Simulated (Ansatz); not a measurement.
This script drives Ansatz 0.2.0 through its Python package.

The script reads `bh2o2s.xyz`:
```text
6

O    -0.23280    1.24450   -0.31560
B    -0.18300   -0.14220   -0.04470
O     1.02400   -0.68700    0.49260
S    -1.53890   -1.24050   -0.38440
H     0.03130    1.37450   -1.28110
H     0.94160   -0.61330    1.48700
```

`bh2o2s.py`:
```python
# -*- coding: utf-8 -*-
"""Stretching a bond of BH2O2S, the rest held rigid."""

import ansatz as az
import numpy as np

molecule = az.Crystal.molecule_from_extxyz("bh2o2s.xyz")

symbols = [site.symbol for site in molecule.cartesian_sites]
start = np.array([site.position_ang for site in molecule.cartesian_sites])
axis = (start[4] - start[0]) / np.linalg.norm(start[4] - start[0])
moving = [4]
lengths, energies = [0.888, 0.929, 0.969, 1.009, 1.05, 1.09, 1.131, 1.191], []
for length in lengths:
    xyz = start.copy()
    xyz[moving] += (length - np.linalg.norm(start[4] - start[0])) * axis
    point = az.Crystal.molecule()
    for symbol, place in zip(symbols, xyz):
        point = point.atom(symbol, place.tolist())
    job = point.calculation()
    job = job.basis(gaussian="cc-pVDZ").functional("r2scan0")
    job = job.spin("collinear", total=1)
    rep = job.run(threads=1, backend="cpu").report
    energies.append(rep["free_energy_ev"])
    print(f"r = {length:6.3f} A  E = {energies[-1]:.5f} eV  <S^2> = {abs(rep['mean_field']['state']['spin_squared']):.3f}")

# quartic fit about the minimum
fit = np.polynomial.Polynomial.fit(lengths, np.array(energies) - min(energies), 4).convert()
roots = [r.real for r in fit.deriv().roots() if abs(r.imag) < 1e-9 and fit.deriv(2)(r.real) > 0]
r_e = min(roots, key=lambda r: abs(r - lengths[int(np.argmin(energies))]))
print(f"minimum of the fit at {r_e:.4f} A, force constant {fit.deriv(2)(r_e):.2f} eV/A^2")
```

It is started by `python bh2o2s.py`. Estimate its wall time and peak memory on 1 thread of Intel(R) Xeon(R) Platinum 8375C CPU @ 2.90GHz (Ice Lake), with other jobs on the host.

It took about 65 s, with a peak of 0.28 GiB, for 8 runs of the engine.

```console
$ python bh2o2s.py
r =  0.888 A  E = -15636.26311 eV  <S^2> = 0.756
r =  0.929 A  E = -15636.40713 eV  <S^2> = 0.756
r =  0.969 A  E = -15636.43809 eV  <S^2> = 0.756
r =  1.009 A  E = -15636.38696 eV  <S^2> = 0.756
r =  1.050 A  E = -15636.27035 eV  <S^2> = 0.756
r =  1.090 A  E = -15636.10987 eV  <S^2> = 0.756
r =  1.131 A  E = -15635.91032 eV  <S^2> = 0.756
r =  1.191 A  E = -15635.57473 eV  <S^2> = 0.756
minimum of the fit at 0.9626 A, force constant 53.76 eV/A^2
```

What to keep in mind:
- Total energies depend on the basis set; only differences at equal settings carry meaning.
- The rest of the molecule is held rigid at a force-field or estimated start geometry, and the basis set is modest; single-reference methods fail as a bond breaks.
- The species is open-shell (spin multiplicity 2).

(A comment or docstring line of the script was reworded after the run, the code is as it ran; lines on the test bed's own set-up are left out of the output.)
